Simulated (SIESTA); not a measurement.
## TePd3 under changes of volume

One of the cells (17.612 Å³/atom); the others are scaled copies at fixed shape and fractional positions:

```
CELL_PARAMETERS angstrom
-2.31390 2.31390 3.28934
2.31390 -2.31390 3.28934
2.31390 2.31390 -3.28934
ATOMIC_POSITIONS crystal
Te 0.00000 0.00000 0.00000
Pd 0.50000 0.50000 0.00000
Pd 0.25000 0.75000 0.50000
Pd 0.75000 0.25000 0.50000
```

The cell comes from a database or a generator and needn't be the stable form of this composition.

```yaml
Program: SIESTA 5.4.2
Functional: PBEsol
Potentials_or_basis: PseudoDojo 0.4 standard (PBEsol files)
Basis: DZP (energy shift 0.003 Ry; two zetas on semicore shells)
Grid_cutoff: 800 Ry
Energy_shift: 0.003 Ry
k_mesh: 8 × 8 × 8
Occupations: fermi-dirac, width 0.05 eV
Spin: no spin polarisation
```

| volume (Å³/atom) | energy over the lowest point (meV/atom) | pressure (GPa) |
| --- | --- | --- |
| 16.230 | ? | ? |
| 16.576 | 0.00 | -0.2 |
| 16.921 | 3.83 | -3.3 |
| 17.612 | 29.60 | -8.4 |
| 17.957 | 49.79 | -10.3 |
| 18.302 | 74.17 | -12.1 |

Q: What does the run at 16.230 Å³/atom give?

A: Energy over the lowest point 3.14 meV/atom; pressure 3.2 GPa.

Worked out: A Birch-Murnaghan fit of order 3 (a polynomial in V^(-2/3)) to the other rows has its minimum at 16.56 Å³/atom, just outside them, with B0 = V·E''(V) = 162 GPa and B' = 5.7 at fixed shape and positions, which overstates the stiffness. It gives 3.37 meV/atom at 16.230 Å³/atom, against the run's 3.14, and -dE/dV = 3.4 GPa, against 3.2.

Energies are extrapolated to zero smearing.

Caveats: the basis of atomic orbitals isn't converged, which shifts pressures, moduli and gaps.
